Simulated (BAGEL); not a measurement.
# One shape, several levels: C8H6BF3Se (SMILES CC#CB1C=CC=C(C(F)(F)F)[Se]1)

We compute a comparison of 6 runs (HF/STO-3G, HF/3-21G, HF/def2-SVP, B3LYP/6-31G*, PBE0/def2-SVP, RI-MP2/def2-SVP) of C8H6BF3Se. 

The results are computed with BAGEL 1.2.2.

4 further runs of the same task are left out: 2 that didn't finish, 2 set aside as unsound or not needed.

**1. The molecule**

The species is C8H6BF3Se (19 atoms), meant as a singlet with charge 0. SMILES: `CC#CB1C=CC=C(C(F)(F)F)[Se]1`. Geometry: a GFN2-xTB relaxation, a rough one for these elements and not checked as a minimum.

Some bond lengths: C1–C2 1.443 Å, C2–C3 1.209 Å, C3–B4 1.501 Å, B4–C5 1.523 Å, C5–C6 1.360 Å, C6–C7 1.419 Å, C7–C8 1.357 Å, C8–C9 1.497 Å, C9–F10 1.342 Å, C9–F11 1.348 Å, C9–F12 1.342 Å, B4–Se13 1.927 Å, C8–Se13 1.864 Å, C1–H14 1.090 Å, C1–H15 1.090 Å, C1–H16 1.090 Å. Some angles: C1–C2–C3 179.8°, C2–C3–B4 179.1°, C3–B4–C5 122.2°, C3–B4–Se13 118.5°, C5–B4–Se13 119.3°, B4–C5–C6 125.5°, C5–C6–C7 125.0°, C6–C7–C8 125.4°, C7–C8–C9 118.9°, C7–C8–Se13 126.5°.

**2. A single-point energy at HF/STO-3G (run 1)**

File calc.json:

```json
{ "bagel": [

{
  "title": "molecule",
  "basis": "sto-3g",
  "df_basis": "cc-pv5z-jkfit",
  "geometry": [
    { "atom": "C", "xyz": [ -8.86540445,  1.02041431,  0.01396508 ] },
    { "atom": "C", "xyz": [ -6.17122191,  0.60125416, -0.01012893 ] },
    { "atom": "C", "xyz": [ -3.91439759,  0.25019974, -0.02154288 ] },
    { "atom": "B", "xyz": [ -1.11886904, -0.22860017, -0.03095371 ] },
    { "atom": "C", "xyz": [ -0.01713982, -2.88710468, -0.01347375 ] },
    { "atom": "C", "xyz": [  2.48737091, -3.46513410, -0.00582036 ] },
    { "atom": "C", "xyz": [  4.48097528, -1.67125489, -0.01814137 ] },
    { "atom": "C", "xyz": [  4.18685830,  0.87668174, -0.05909174 ] },
    { "atom": "C", "xyz": [  6.48780773,  2.52149936,  0.00185193 ] },
    { "atom": "F", "xyz": [  8.41513941,  1.58736994, -1.35763594 ] },
    { "atom": "F", "xyz": [  7.38578669,  2.82950582,  2.36588042 ] },
    { "atom": "F", "xyz": [  6.03593642,  4.85194741, -0.88879489 ] },
    { "atom": "Se", "xyz": [  1.13393016,  2.63227511, -0.06254993 ] },
    { "atom": "H", "xyz": [ -9.31786158,  2.79273175, -0.93282551 ] },
    { "atom": "H", "xyz": [ -9.53209983,  1.11803756,  1.96079872 ] },
    { "atom": "H", "xyz": [ -9.83447490, -0.52477694, -0.94337018 ] },
    { "atom": "H", "xyz": [ -1.30842747, -4.47693126, -0.00173855 ] },
    { "atom": "H", "xyz": [  3.07371513, -5.42583834,  0.01309580 ] },
    { "atom": "H", "xyz": [  6.39241436, -2.40227654, -0.00952422 ] }
  ]
},
{
  "title": "hf",
  "df": false
},
{
  "title": "print",
  "file": "orbitals.molden",
  "orbitals": true
}

]}
```

Started as:

```bash
$ BAGEL_NUM_THREADS=1 BAGEL calc.json > calc.out
```

What it wrote:

```text
* using 1 threads per process

  ===============================================================
  ===============================================================

  *** Geometry ***

  { "atom" : "C", "xyz" : [     -8.865404,      1.020414,      0.013965 ] },
  { "atom" : "C", "xyz" : [     -6.171222,      0.601254,     -0.010129 ] },
  { "atom" : "C", "xyz" : [     -3.914398,      0.250200,     -0.021543 ] },
[... 15 lines of this table left out ...]
  { "atom" : "H", "xyz" : [      6.392414,     -2.402277,     -0.009524 ] },

  Number of auxiliary basis functions:     2508

  Since a DF basis is specified, we compute 2- and 3-index integrals:
    o Being stored without compression. Storage requirement is 0.142 GB

  Number of basis functions:       84
  Number of electrons      :      120

    * METHOD: MOLECULE                            15.71

  *** RHF ***

  === Nuclear Repulsion ===
  1080.4776935145

      * DIIS with orbital gradients will be used.

  === RHF iteration (sto-3g) ===
      0      -2993.53723567          0.01857777           1.22
      1      -2994.64101585          0.00518803           1.19
      2      -2994.73704732          0.00263195           1.15
[... 16 lines of this table left out ...]
     19      -2994.75402923          0.00000001           0.59
    * SCF iteration converged.

    * Permanent dipole moment:
           (    0.599730,     0.789335,     0.001416) a.u.

    * METHOD: HF                                  17.97

    * METHOD: PRINT                                0.01

  ===============================================================
```

Run time: 34 s. Hardware: 1 thread of Arm Neoverse V2, shared host; peak memory 0.27 GiB.

**3. A single-point energy at HF/3-21G (density fitting with cc-pv5z-jkfit) (run 2)**

File job.json:

```json
{ "bagel" : [

{
  "title" : "molecule",
  "basis" : "3-21g",
  "df_basis" : "cc-pv5z-jkfit",
  "angstrom" : false,
  "geometry" : [
    { "atom" : "C", "xyz" : [ -8.86540445,  1.02041431,  0.01396508 ] },
    { "atom" : "C", "xyz" : [ -6.17122191,  0.60125416, -0.01012893 ] },
    { "atom" : "C", "xyz" : [ -3.91439759,  0.25019974, -0.02154288 ] },
    { "atom" : "B", "xyz" : [ -1.11886904, -0.22860017, -0.03095371 ] },
    { "atom" : "C", "xyz" : [ -0.01713982, -2.88710468, -0.01347375 ] },
    { "atom" : "C", "xyz" : [  2.48737091, -3.46513410, -0.00582036 ] },
    { "atom" : "C", "xyz" : [  4.48097528, -1.67125489, -0.01814137 ] },
    { "atom" : "C", "xyz" : [  4.18685830,  0.87668174, -0.05909174 ] },
    { "atom" : "C", "xyz" : [  6.48780773,  2.52149936,  0.00185193 ] },
    { "atom" : "F", "xyz" : [  8.41513941,  1.58736994, -1.35763594 ] },
    { "atom" : "F", "xyz" : [  7.38578669,  2.82950582,  2.36588042 ] },
    { "atom" : "F", "xyz" : [  6.03593642,  4.85194741, -0.88879489 ] },
    { "atom" : "Se", "xyz" : [  1.13393016,  2.63227511, -0.06254993 ] },
    { "atom" : "H", "xyz" : [ -9.31786158,  2.79273175, -0.93282551 ] },
    { "atom" : "H", "xyz" : [ -9.53209983,  1.11803756,  1.96079872 ] },
    { "atom" : "H", "xyz" : [ -9.83447490, -0.52477694, -0.94337018 ] },
    { "atom" : "H", "xyz" : [ -1.30842747, -4.47693126, -0.00173855 ] },
    { "atom" : "H", "xyz" : [  3.07371513, -5.42583834,  0.01309580 ] },
    { "atom" : "H", "xyz" : [  6.39241436, -2.40227654, -0.00952422 ] }
  ]
},
{
  "title" : "hf"
},
{
  "title" : "print",
  "file" : "orbitals.molden",
  "orbitals" : true
}

]}
```

Started as:

```bash
$ BAGEL_NUM_THREADS=1 BAGEL job.json > job.out
```

What it wrote:

```text
* using 1 threads per process

  ===============================================================
  ===============================================================

  *** Geometry ***

  { "atom" : "C", "xyz" : [     -8.865404,      1.020414,      0.013965 ] },
  { "atom" : "C", "xyz" : [     -6.171222,      0.601254,     -0.010129 ] },
  { "atom" : "C", "xyz" : [     -3.914398,      0.250200,     -0.021543 ] },
[... 15 lines of this table left out ...]
  { "atom" : "H", "xyz" : [      6.392414,     -2.402277,     -0.009524 ] },

  Number of auxiliary basis functions:     2508

  Since a DF basis is specified, we compute 2- and 3-index integrals:
    o Being stored without compression. Storage requirement is 0.405 GB

  Number of basis functions:      142
  Number of electrons      :      120

    * METHOD: MOLECULE                            15.64

  *** RHF ***

  === Nuclear Repulsion ===
  1080.4776935145

      * DIIS with orbital gradients will be used.

  === RHF iteration (3-21g) ===
      0      -3014.11783778          0.01414417           4.16
      1      -3014.37755108          0.00827367           4.15
      2      -3014.47531775          0.00143432           4.34
[... 17 lines of this table left out ...]
     20      -3014.48106671          0.00000000           4.27
    * SCF iteration converged.

    * Permanent dipole moment:
           (    1.322259,     1.135470,     0.017437) a.u.

    * METHOD: HF                                  97.14

    * METHOD: PRINT                                0.03

  ===============================================================
```

Wall time 1.9 min (1 thread of Arm Neoverse V2, shared host); peak memory 1.6 GiB.

Run 3 isn't shown in full; the table further down has it.

**4. The energy at B3LYP/6-31G(d) (density fitting with cc-pv5z-jkfit, spherical functions) (run 4)**

File input.json:

```json
{ "bagel" : [

{
  "title" : "molecule",
  "basis" : "6-31gs.json",
  "df_basis" : "cc-pv5z-jkfit",
  "angstrom" : "false",
  "geometry" : [
    { "atom" : "C", "xyz" : [    -8.86540445,     1.02041431,     0.01396508 ] },
    { "atom" : "C", "xyz" : [    -6.17122191,     0.60125416,    -0.01012893 ] },
    { "atom" : "C", "xyz" : [    -3.91439759,     0.25019974,    -0.02154288 ] },
    { "atom" : "B", "xyz" : [    -1.11886904,    -0.22860017,    -0.03095371 ] },
    { "atom" : "C", "xyz" : [    -0.01713982,    -2.88710468,    -0.01347375 ] },
    { "atom" : "C", "xyz" : [     2.48737091,    -3.46513410,    -0.00582036 ] },
    { "atom" : "C", "xyz" : [     4.48097528,    -1.67125489,    -0.01814137 ] },
    { "atom" : "C", "xyz" : [     4.18685830,     0.87668174,    -0.05909174 ] },
    { "atom" : "C", "xyz" : [     6.48780773,     2.52149936,     0.00185193 ] },
    { "atom" : "F", "xyz" : [     8.41513941,     1.58736994,    -1.35763594 ] },
    { "atom" : "F", "xyz" : [     7.38578669,     2.82950582,     2.36588042 ] },
    { "atom" : "F", "xyz" : [     6.03593642,     4.85194741,    -0.88879489 ] },
    { "atom" : "Se", "xyz" : [     1.13393016,     2.63227511,    -0.06254993 ] },
    { "atom" : "H", "xyz" : [    -9.31786158,     2.79273175,    -0.93282551 ] },
    { "atom" : "H", "xyz" : [    -9.53209983,     1.11803756,     1.96079872 ] },
    { "atom" : "H", "xyz" : [    -9.83447490,    -0.52477694,    -0.94337018 ] },
    { "atom" : "H", "xyz" : [    -1.30842747,    -4.47693126,    -0.00173855 ] },
    { "atom" : "H", "xyz" : [     3.07371513,    -5.42583834,     0.01309580 ] },
    { "atom" : "H", "xyz" : [     6.39241436,    -2.40227654,    -0.00952422 ] }
  ]
},

{
  "title" : "ks",
  "xc_func" : "b3lyp"
},

{
  "title" : "print",
  "file" : "orbitals.molden",
  "orbitals" : "true"
}

]}
```

The basis set 6-31G* is read from a file made from the Basis Set Exchange's data (not shown).

Started as:

```bash
$ BAGEL_NUM_THREADS=1 BAGEL input.json > input.out
```

What it wrote:

```text
* using 1 threads per process

  ===============================================================
  ===============================================================

  *** Geometry ***

  { "atom" : "C", "xyz" : [     -8.865404,      1.020414,      0.013965 ] },
  { "atom" : "C", "xyz" : [     -6.171222,      0.601254,     -0.010129 ] },
  { "atom" : "C", "xyz" : [     -3.914398,      0.250200,     -0.021543 ] },
[... 15 lines of this table left out ...]
  { "atom" : "H", "xyz" : [      6.392414,     -2.402277,     -0.009524 ] },

  Number of auxiliary basis functions:     2508

  Since a DF basis is specified, we compute 2- and 3-index integrals:
    o Being stored without compression. Storage requirement is 0.902 GB

  Number of basis functions:      212
  Number of electrons      :      120

    * METHOD: MOLECULE                            17.21

  *** Kohn-Sham DFT ***

    * Removing 45013 points whose weight is below 1.00e-10
    * Grid points: 238201

  === Nuclear Repulsion ===
  1080.4776935145

       - DIIS with orbital gradients will be used.

  === KS iteration (b3lyp / 6-31gs.json) ===
      0      -2704.77543588          0.10322356           9.03
      1      -2025.99759130          0.12995450           9.39
      2      -2394.70682973          0.11181539           9.23
[... 24 lines of this table left out ...]
     27      -3034.09580394          0.00000001           9.63
    * SCF iteration converged.

    * Permanent dipole moment:
           (    0.964146,     0.760335,     0.019419) a.u.

    * METHOD: KS                                 261.18

    * METHOD: PRINT                                0.07

  ===============================================================
```

Run time: 4.7 min. Hardware: 1 thread of Arm Neoverse V2, shared host; peak memory 3.7 GiB.

Run 5 isn't shown in full; the table further down has it.

**5. A single-point energy at RI-MP2/def2-SVP (density fitting with cc-pv5z-jkfit) (run 6)**

File mp2.json:

```json
{ "bagel": [

{
  "title": "molecule",
  "basis": "svp",
  "df_basis": "cc-pv5z-jkfit",
  "angstrom": true,
  "geometry": [
    { "atom": "C", "xyz": [      -4.691370,       0.539980,       0.007390 ] },
    { "atom": "C", "xyz": [      -3.265670,       0.318170,      -0.005360 ] },
    { "atom": "C", "xyz": [      -2.071410,       0.132400,      -0.011400 ] },
    { "atom": "B", "xyz": [      -0.592080,      -0.120970,      -0.016380 ] },
    { "atom": "C", "xyz": [      -0.009070,      -1.527790,      -0.007130 ] },
    { "atom": "C", "xyz": [       1.316260,      -1.833670,      -0.003080 ] },
    { "atom": "C", "xyz": [       2.371230,      -0.884390,      -0.009600 ] },
    { "atom": "C", "xyz": [       2.215590,       0.463920,      -0.031270 ] },
    { "atom": "C", "xyz": [       3.433200,       1.334320,       0.000980 ] },
    { "atom": "F", "xyz": [       4.453100,       0.840000,      -0.718430 ] },
    { "atom": "F", "xyz": [       3.908390,       1.497310,       1.251970 ] },
    { "atom": "F", "xyz": [       3.194080,       2.567540,      -0.470330 ] },
    { "atom": "Se", "xyz": [       0.600050,       1.392940,      -0.033100 ] },
    { "atom": "H", "xyz": [      -4.930800,       1.477850,      -0.493630 ] },
    { "atom": "H", "xyz": [      -5.044170,       0.591640,       1.037610 ] },
    { "atom": "H", "xyz": [      -5.204180,      -0.277700,      -0.499210 ] },
    { "atom": "H", "xyz": [      -0.692390,      -2.369090,      -0.000920 ] },
    { "atom": "H", "xyz": [       1.626540,      -2.871230,       0.006930 ] },
    { "atom": "H", "xyz": [       3.382720,      -1.271230,      -0.005040 ] }
  ]
},

{
  "title": "hf"
},

{
  "title": "mp2",
  "ncore": 21
}

]}
```

Started as:

```bash
$ BAGEL_NUM_THREADS=1 BAGEL mp2.json > mp2.out
```

What it wrote:

```text
* using 1 threads per process

  ===============================================================
  ===============================================================

  *** Geometry ***

  { "atom" : "C", "xyz" : [     -8.865404,      1.020414,      0.013965 ] },
  { "atom" : "C", "xyz" : [     -6.171222,      0.601254,     -0.010129 ] },
  { "atom" : "C", "xyz" : [     -3.914398,      0.250200,     -0.021543 ] },
[... 15 lines of this table left out ...]
  { "atom" : "H", "xyz" : [      6.392414,     -2.402277,     -0.009524 ] },

[... 23 lines left out ...]
    * SCF iteration converged.
[... 1 line left out ...]
    * Permanent dipole moment:
[... 2 lines left out ...]
    * METHOD: HF                                 157.71

  *** RHF ***

  === Nuclear Repulsion ===
  1080.4776932572

      * DIIS with orbital gradients will be used.

  === RHF iteration (svp) ===
      0      -3028.48174614          0.00000001           7.54
    * SCF iteration converged.

    * Permanent dipole moment:
           (    1.237057,     1.028450,     0.021475) a.u.

  === DF-MP2 calculation ===

    * freezing 21 orbitals
    * 3-index integral transformation done
    * assembly done

      MP2 correlation energy:   -1.8930276581      8.12

      MP2 total energy:       -3030.3747738005

    * METHOD: MP2                                 23.08

  ===============================================================
```

Run time: 3.3 min. Hardware: 1 thread of Arm Neoverse V2, shared host; peak memory 2.9 GiB.

**6. The series**

```
run                                                                   level  integral approximation  frozen core orbitals   energy (Eh)  dipole moment (D)  HOMO energy (eV)  LUMO energy (eV)  wall time
  1                                                               HF/STO-3G                    none                     –  -2994.754029               2.52             -6.98              4.18       34 s
  2                           HF/3-21G (density fitting with cc-pv5z-jkfit)           cc-pv5z-jkfit                     –  -3014.481067               4.43             -8.94              1.05    1.9 min
  3                        HF/def2-SVP (density fitting with cc-pv5z-jkfit)           cc-pv5z-jkfit                     –  -3028.481746               4.09             -8.96              0.96    2.9 min
  4  B3LYP/6-31G* (density fitting with cc-pv5z-jkfit, spherical functions)           cc-pv5z-jkfit                     –  -3034.095804               3.12             -6.46             -2.14    4.7 min
  5                      PBE0/def2-SVP (density fitting with cc-pv5z-jkfit)           cc-pv5z-jkfit                     –  -3032.652332               3.30             -6.95             -2.29    5.4 min
  6                    RI-MP2/def2-SVP (density fitting with cc-pv5z-jkfit)           cc-pv5z-jkfit                    21  -3030.374774                  –                 –                 –    3.3 min
```

**7. What came out**

| quantity | value |
| --- | --- |
| run 6: total energy | -3030.37477 Eh |
| run 6: correlation energy (21 core orbitals frozen) | -1893.0 mEh |

Over runs 1, 2, 3, 4, 5 the dipole moment (its size) runs from 2.52 D (HF/STO-3G) to 4.43 D (HF/3-21G). Over runs 1, 2, 3, 4, 5 the HOMO–LUMO gap runs from 4.32 eV (B3LYP/6-31G*) to 11.16 eV (HF/STO-3G). The two ends differ in method and basis. Totals of different functionals can't be ranked against each other. In run 1 the basis is minimal, so the values are rough. All runs together took 19 min, the longest 5.4 min.
